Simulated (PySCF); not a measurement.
# Solver options tried on SnN⁻

Aim: find out which solver settings change the answer for SnN⁻.

Program: PySCF 2.14.0. Level of theory: each script names its method and basis. These are calculated values, not measurements.

2 further runs of the same task are left out: 2 that didn't finish.

## 1. The starting structure

SnN⁻: 2 atoms, charge -1, spin multiplicity 1.

Bond lengths: Sn1–N2 1.895 Å.

## 2. The base run

File input.py:

```python
from pyscf import gto, dft

mol = gto.M(
    atom='Sn 0 0 0; N 0 0 1.895',
    basis='sbkjc',
    ecp={'Sn': 'sbkjc', 'N': 'sbkjc'},
    charge=-1,
    spin=0,
    symmetry=True,
    verbose=4,
)
mf = dft.UKS(mol, xc='lc_wpbe')
mf.kernel()
g = mf.nuc_grad_method()
g.grid_response = True
g.kernel()
mf.dip_moment()
print('orbital energies (hartree):', [e[max(0, n-3):n+3].round(4) for e, n in zip(mf.mo_energy, mol.nelec)])
```

Command:

```
$ OMP_NUM_THREADS=1 python input.py
```

The log of this run is left out.

It gives: E(SCF) = -13.260163 Eh, 10 cycles, gradient on the second atom 0.0257 Eh/bohr.

The bond length is a typed value, not an optimised one. The dipole of an ion depends on the origin.

## 3. Convergence threshold 1e-13 hartree

Edit 1 changes convergence threshold: default → 1e-13 hartree.

File input.py:

```python
from pyscf import gto, dft

mol = gto.M(
    atom='Sn 0 0 0; N 0 0 1.895',
    basis='sbkjc',
    ecp={'Sn': 'sbkjc', 'N': 'sbkjc'},
    charge=-1,
    spin=0,
    symmetry=True,
    verbose=4,
)
mf = dft.UKS(mol, xc='lc_wpbe')
mf.conv_tol = 1e-13
mf.kernel()
g = mf.nuc_grad_method()
g.grid_response = True
g.kernel()
mf.dip_moment()
print('orbital energies (hartree):', [e[max(0, n-3):n+3].round(4) for e, n in zip(mf.mo_energy, mol.nelec)])
```

Command:

```
$ OMP_NUM_THREADS=1 python input.py
```

## 4. Initial guess 1e

Edit 2 changes initial guess: minao → 1e.

input.py, as its differences from that of step 2:

```diff
@@ -12,2 +12,3 @@
 mf = dft.UKS(mol, xc='lc_wpbe')
+mf.init_guess = '1e'
 mf.kernel()
```

**Question.** What will these runs give? Wanted: for each run, E(SCF); from base; gap.

As calculated:

```
                                run  E(SCF) (hartree)  from base (eV)  cycles  gap (eV)
                               base        -13.260163               0      10      8.57
convergence threshold 1e-13 hartree        -13.260163          0.0000      12      8.57
                   initial guess 1e        -13.260163          0.0000      21      8.57
```

Distance from each run's final energy (log10 hartree) by cycle:

```
                                run  cycle 1  cycle 2  cycle 3  cycle 5  cycle 8  cycle 12
                               base     -0.4      0.1     -2.3     -4.6     -8.9      done
convergence threshold 1e-13 hartree     -0.4      0.1     -2.3     -4.6     -8.9     < -11
                   initial guess 1e      0.9      0.7      0.5      0.4      0.1      -2.4
```

**Reading.** The SCF energy stays the same, to the digits that matter, with convergence threshold 1e-13 hartree or initial guess 1e. The base needs 10 cycles and the run with initial guess 1e needs 21.
